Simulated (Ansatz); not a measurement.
# FeBiO4: a trial structure relaxed

Aim: relax a trial structure of FeBiO4 and see where it ends.

Method: DFT PBE, scalar-relativistic, plane waves, PAW, in Ansatz 0.2.0.

## Step 1: The system as given

Symmetry: P6/mmm, No. 191, hexagonal system. Conventional cell: a = 3.289 Å, b = 3.289 Å, c = 7.153 Å, α = 90.00°, β = 90.00°, γ = 120.00°. Fe (site symmetry 6/mmm) has 12 O at 2.55 Å as nearest neighbours. Around Bi (site symmetry 6/mmm) lie 12 O at 2.67 Å. Around O (site symmetry 3m) lie 3 O at 1.90 Å and 3 Fe at 2.55 Å and 3 Bi at 2.67 Å.

Structure file:

```cif
data_structure
_symmetry_space_group_name_H-M 'P6/mmm'
_symmetry_Int_Tables_number 191
_cell_length_a 3.2894
_cell_length_b 3.2894
_cell_length_c 7.1532
_cell_angle_alpha 90.000
_cell_angle_beta 90.000
_cell_angle_gamma 120.000
_cell_volume 67.03
loop_
_atom_site_label
_atom_site_type_symbol
_atom_site_symmetry_multiplicity
_atom_site_Wyckoff_symbol
_atom_site_fract_x
_atom_site_fract_y
_atom_site_fract_z
_atom_site_occupancy
Fe1 Fe 1 b 0.00000 0.00000 0.50000 1
Bi1 Bi 1 a 0.00000 0.00000 0.00000 1
O1 O 4 h 0.33333 0.66667 0.73775 1
```

The cell is invented: species swapped into a database cell of HfTiB4 (P6/mmm, No. 191), with Bi on the Hf sites, Fe on the Ti sites and O on the B sites. The dimensions are guesses.

## Step 2: Probe: one point on a coarse mesh

Contents of input.yaml:

```yaml
crystal:
  lattice:
    - [3.28942039, 0.0, 0.0]
    - [-1.64471019, 2.84872162, 0.0]
    - [0.0, 0.0, 7.15316858]
  atoms:
    - { symbol: Fe, position: [0.0, 0.0, 0.5], spin: 4.0 }
    - { symbol: Bi, position: [0.0, 0.0, 0.0] }
    - { symbol: O, position: [0.33333333, 0.66666667, 0.73774856] }
    - { symbol: O, position: [0.33333333, 0.66666667, 0.26225144] }
    - { symbol: O, position: [0.66666667, 0.33333333, 0.73774856] }
    - { symbol: O, position: [0.66666667, 0.33333333, 0.26225144] }
basis:
  ecutwfc: 420
kpoints:
  mp_grid: { grid: [6, 6, 4] }
hamiltonian:
  xc: pbe
scf:
  occupations: { method: gaussian, width: 0.1 }
  lower_state_search: "off"
output:
  forces: true
  stress: true
  eigenvalues: true
  populations: true
magnetization:
  spin_polarized: true
```

The run is started by

```sh
ansatz run input.yaml --threads 1 --pin off --max-ram 2560MiB --backend cpu --events-out ev --progress --plain --runs-dir out
```

Further runs follow: coarse relaxation; final relaxation.

Q: Predict the outcome of this session. Wanted: conventional cell; volume; energy over the elements; gap on the mesh; total moment.

As calculated:

| quantity | value |
| --- | --- |
| symmetry at the end (tolerance 0.05 Å) | space group P6/mmm (No. 191) |
| conventional cell | a = 3.679 Å, b = 3.679 Å, c = 5.757 Å, α = 90.00°, β = 90.00°, γ = 120.00° |
| volume | 11.25 Å³/atom |
| energy over the elements (uncorrected; H, N, O, F and Cl as molecules) | +0.28 eV/atom |
| gap on the mesh | none (metal) |
| total moment | 3.40 μB/cell |

The space group P6/mmm (No. 191) is kept, and the volume per atom grows by 0.7 % from the first guess. With a positive formation energy it can't be a ground state. No finished test with a distortion of lower symmetry is shown, so the end may be a saddle point. Spin-orbit coupling is left out for Bi. With one magnetic atom in the cell only ferromagnetic order fits, and no U was applied, so an antiferromagnetic state was not tested. Without a U such compounds often come out metallic though many are antiferromagnetic insulators. Other magnetic orders were not searched.
